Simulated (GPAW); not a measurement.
The system is Cd2S.

```
CELL_PARAMETERS angstrom
3.96267 0.00000 0.00000
-1.98134 3.43177 0.00000
0.00000 0.00000 5.80919
ATOMIC_POSITIONS crystal
Cd 0.33333 0.66667 0.93272
Cd 0.66667 0.33333 0.57873
S 0.33333 0.66667 0.36571
```

The cell comes from a database or a generator and needn't be the stable form of this composition.

Base run:

- Program: GPAW 26.7.0
- Functional: LDA
- Potentials or basis: the program's PAW data sets (release 1.2.1) made for this functional
- Cutoff: 600 eV
- Basis: pw
- k mesh: 6 × 6 × 4
- Occupations: fermi-dirac, width 0.05 eV
- Spin: no spin polarisation

Its results: pressure -5.2 GPa; largest force 0.148 eV/Å.

Question: The run is repeated on the same cell with these changes: cutoff from 600 eV to 450 eV. What comes out?

Answer: Pressure -6.3 GPa; largest force 0.145 eV/Å.

Caveats: the cutoff is short for stress and forces, so pressures can be off by a GPa or more (some runs).
